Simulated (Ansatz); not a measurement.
# One shape, several levels: InH2O (SMILES [OH][InH])

We compute a comparison of 6 runs (U-r2SCAN0/STO-3G, U-revPBE/STO-3G, U-wB97X/STO-3G, UB3LYP/STO-3G, UBHLYP/STO-3G, RPA@PBE/STO-3G) of InH2O. 

The calculation is run with Ansatz 0.2.0.

46 further runs of the same task are left out: 8 that didn't finish, 38 set aside as unsound or not needed.

### Step 1. The system as given

InH2O: 4 atoms, total charge 0, spin state doublet. As SMILES, `[OH][InH]`. The In2–O1 distance was set to 4.007 Å, away from the relaxed value. At this shape a bond of the SMILES string is far longer than usual.

Bond lengths: O1–H3 0.960 Å, In2–H4 1.767 Å.

### Step 2. A single-point energy at U-r2SCAN0/STO-3G (run 1)

File job.yaml:

```yaml
crystal:
  periodic: [false, false, false]
  atoms:
    - symbol: O
      position_ang: [-1.160696, -2.787792, 0.678498]
    - symbol: In
      position_ang: [0.563900, 0.746600, -0.088500]
    - symbol: H
      position_ang: [-0.625496, -3.396592, 1.192598]
    - symbol: H
      position_ang: [-0.446700, 1.843000, -1.036000]
basis:
  gaussian:
    orbitals: STO-3G
hamiltonian:
  xc: {name: r2SCAN0}
magnetization:
  spin_polarized: true
  initial_magnetization: 1
total_charge: 0
accuracy: high
```

Started as:

```bash
$ ansatz run job.yaml --threads 1 --pin off --max-ram 2610MiB --events-out events.jsonl --progress --plain --runs-dir runs
```

Log:

```text
Warning: RAYON_NUM_THREADS=1 ignored (pool sized by the plan → 1); use --threads N
Functional definition: r2SCAN0
  name "r2SCAN0"
  parameter a = 0.25
  parameter k0 = 0.174
  parameter k1 = 0.065
  parameter a1 = 4.9479
  exchange = (1 - a)*r2scan_x(k0 = k0, k1 = k1, a1 = a1) + a*exact_x
  correlation = r2scan_c
572 factors; integrals over basis functions are off by at most 3.2e-8 eV
mean field evaluation 1: about -156734.1895 eV, gradient 1.9e1 eV
mean field evaluation 2: about -156535.5399 eV, gradient 7.5e1 eV
mean field evaluation 4: about -156628.6467 eV, gradient 5.5e1 eV
mean field evaluation 8: about -156738.8595 eV, gradient 1.3e1 eV
mean field evaluation 16: about -156745.2547 eV, gradient 7.3e-2 eV
mean field evaluation 32: about -156745.2544 eV, gradient 1.1e-2 eV
mean field -156745.25488947 eV, -5760.2818714384 hartree, gradient 1.8e-8 eV, S^2 0.751927; 6 other end points of the search recorded, 0 dependent functions left out
reference -156745.25489024 eV, -5760.2818714667 hartree; 30, 29 occupied and 4, 5 virtual orbitals, 572 factors
Total energy: -156745.25489024 eV, -5760.2818714667 hartree
```

Run time: 27 s. Hardware: 1 thread of Arm Neoverse V2, shared host; peak memory 0.26 GiB.

### Step 3. A single-point energy at U-revPBE/STO-3G (run 2)

Changes to job.yaml since step 2:

```diff
@@ -12,10 +12,5 @@
 basis:
-  gaussian:
-    orbitals: STO-3G
-hamiltonian:
-  xc: {name: r2SCAN0}
-magnetization:
-  spin_polarized: true
-  initial_magnetization: 1
-total_charge: 0
+  gaussian: {orbitals: STO-3G}
+magnetization: {spin_polarized: true, initial_magnetization: 1}
+hamiltonian: {xc: {name: revPBE}}
 accuracy: high
```

Started as:

```bash
$ ansatz run job.yaml --threads 1 --pin off --max-ram 2610MiB --events-out events.jsonl --progress --plain --runs-dir runs
```

Log:

```text
Warning: RAYON_NUM_THREADS=1 ignored (pool sized by the plan → 1); use --threads N
Functional definition: revPBE
  name "revPBE"
  parameter kappa = 1.245
  parameter beta = 0.06672455060314922
  exchange = pbe_x(kappa = kappa, mu = beta*pi^2/3)
  correlation = pbe_c(beta = beta)
572 factors; integrals over basis functions are off by at most 3.2e-8 eV
mean field evaluation 1: about -156711.1655 eV, gradient 2.6e1 eV
mean field evaluation 2: about -156412.0420 eV, gradient 7.5e1 eV
mean field evaluation 4: about -156610.8663 eV, gradient 5.2e1 eV
mean field evaluation 8: about -156728.2912 eV, gradient 1.4e0 eV
mean field evaluation 16: about -156728.3222 eV, gradient 4.0e-2 eV
mean field evaluation 32: about -156728.3223 eV, gradient 3.1e-6 eV
mean field evaluation 64: about -156728.3170 eV, gradient 2.8e-2 eV
mean field -156728.32228629 eV, -5759.6596097487 hartree, gradient 8.2e-8 eV, S^2 0.752621; 7 other end points of the search recorded, 0 dependent functions left out
reference -156728.32228899 eV, -5759.6596098479 hartree; 30, 29 occupied and 4, 5 virtual orbitals, 572 factors
Total energy: -156728.32228899 eV, -5759.6596098479 hartree
```

Wall time 8.7 s (1 thread of Arm Neoverse V2, shared host); peak memory 0.14 GiB.

Run 3 isn't shown in full; the table further down has it.

### Step 4. A single-point energy at UB3LYP/STO-3G (run 4)

File in.yaml:

```yaml
basis:
  gaussian:
    orbitals: STO-3G
crystal:
  periodic: [false, false, false]
  atoms:
    - symbol: O
      position_ang: [-1.160696, -2.787792, 0.678498]
    - symbol: In
      position_ang: [0.563900, 0.746600, -0.088500]
    - symbol: H
      position_ang: [-0.625496, -3.396592, 1.192598]
    - symbol: H
      position_ang: [-0.446700, 1.843000, -1.036000]
hamiltonian:
  xc: {name: B3LYP}
accuracy: high
magnetization:
  spin_polarized: true
  initial_magnetization: 1
```

Started as:

```bash
$ ansatz run in.yaml --threads 1 --pin off --max-ram 2610MiB --events-out events.jsonl --progress --plain --runs-dir runs
```

Log:

```text
Warning: RAYON_NUM_THREADS=1 ignored (pool sized by the plan → 1); use --threads N
Functional definition: B3LYP
  name "B3LYP"
  parameter a0 = 0.2
  parameter ax = 0.72
  parameter ac = 0.81
  exchange = (1 - a0 - ax)*slater_x + ax*b88_x + a0*exact_x
  correlation = (1 - ac)*vwn_rpa_c + ac*lyp_c
572 factors; integrals over basis functions are off by at most 3.2e-8 eV
mean field evaluation 1: about -156725.8063 eV, gradient 2.1e1 eV
mean field evaluation 2: about -156425.0751 eV, gradient 7.2e1 eV
mean field evaluation 4: about -156619.8283 eV, gradient 5.3e1 eV
mean field evaluation 8: about -156737.8769 eV, gradient 2.3e0 eV
mean field evaluation 16: about -156737.9116 eV, gradient 9.5e-4 eV
mean field evaluation 32: about -156737.9116 eV, gradient 1.2e-5 eV
mean field -156737.91157951 eV, -5760.0120097747 hartree, gradient 4.1e-9 eV, S^2 0.751267; 6 other end points of the search recorded, 0 dependent functions left out
reference -156737.91161075 eV, -5760.0120109226 hartree; 30, 29 occupied and 4, 5 virtual orbitals, 572 factors
Total energy: -156737.91161075 eV, -5760.0120109226 hartree
```

Run time: 8.4 s. Hardware: 1 thread of Arm Neoverse V2, shared host; peak memory 0.18 GiB.

Run 5 isn't shown in full; the table further down has it.

### Step 5. A single-point energy at RPA@PBE/STO-3G (run 6)

File input.yaml:

```yaml
crystal:
  periodic: [false, false, false]
  atoms:
    - symbol: O
      position_ang: [-1.160696, -2.787792, 0.678498]
    - symbol: In
      position_ang: [0.563900, 0.746600, -0.088500]
    - symbol: H
      position_ang: [-0.625496, -3.396592, 1.192598]
    - symbol: H
      position_ang: [-0.446700, 1.843000, -1.036000]
basis:
  gaussian: {orbitals: STO-3G}
magnetization: {spin_polarized: true, initial_magnetization: 1}
hamiltonian: {xc: pbe}
correlation: {method: rpa, frozen_orbitals: {H: 0, In: 18, O: 1}}
accuracy: high
```

Started as:

```bash
$ ansatz run input.yaml --threads 1 --pin off --max-ram 2610MiB --events-out events.jsonl --progress --plain --runs-dir runs
```

Log, shortened:

```text
Warning: RAYON_NUM_THREADS=1 ignored (pool sized by the plan → 1); use --threads N
Functional definition: PBE
  name "PBE"
[...]
572 factors; integrals over basis functions are off by at most 3.2e-8 eV
[...]
mean field -156719.15474942 eV, -5759.3227089828 hartree, gradient 5.9e-8 eV, S^2 0.752386; 10 other end points of the search recorded, 0 dependent functions left out
19 core orbitals not correlated: weight in the atoms' cores, before any rotation towards them, 1.000 or more for the frozen orbitals, at most 0.000 for the correlated occupied ones
reference -156675.14325430 eV, -5757.7053163691 hartree; 11, 10 occupied and 4, 5 virtual orbitals, 572 factors
Total energy: -156679.26051438 eV, -5757.8566228865 hartree
```

Run time: 12 s. Hardware: 1 thread of Arm Neoverse V2, shared host; peak memory 0.15 GiB.

### Step 6. All runs side by side

```
run             level  frozen core orbitals   energy (Eh)   ⟨S²⟩  wall time
  1  U-r2SCAN0/STO-3G                     –  -5760.281871  0.752       27 s
  2   U-revPBE/STO-3G                     –  -5759.659610  0.753      8.7 s
  3    U-wB97X/STO-3G                     –  -5760.161563  0.751       81 s
  4     UB3LYP/STO-3G                     –  -5760.012011  0.751      8.4 s
  5     UBHLYP/STO-3G                     –  -5760.186828  0.751       12 s
  6    RPA@PBE/STO-3G                    19  -5757.856623  0.752       12 s
```

### Step 7. Results

```
                                quantity           value
                     run 6: total energy  -5757.85662 Eh
 run 6: RPA correlation energy (valence)      -151.3 mEh
run 6: ⟨S²⟩ of the reference determinant           0.752
```

**Reading.** Totals of different functionals can't be ranked against each other. In runs 1, 2, 3, 4, 5, 6 the basis is minimal, so the values are rough. In runs 1, 2, 3, 4, 5, 6 relativity is left out where basis or elements ask for it. All runs together took 2.5 min, the longest 81 s.
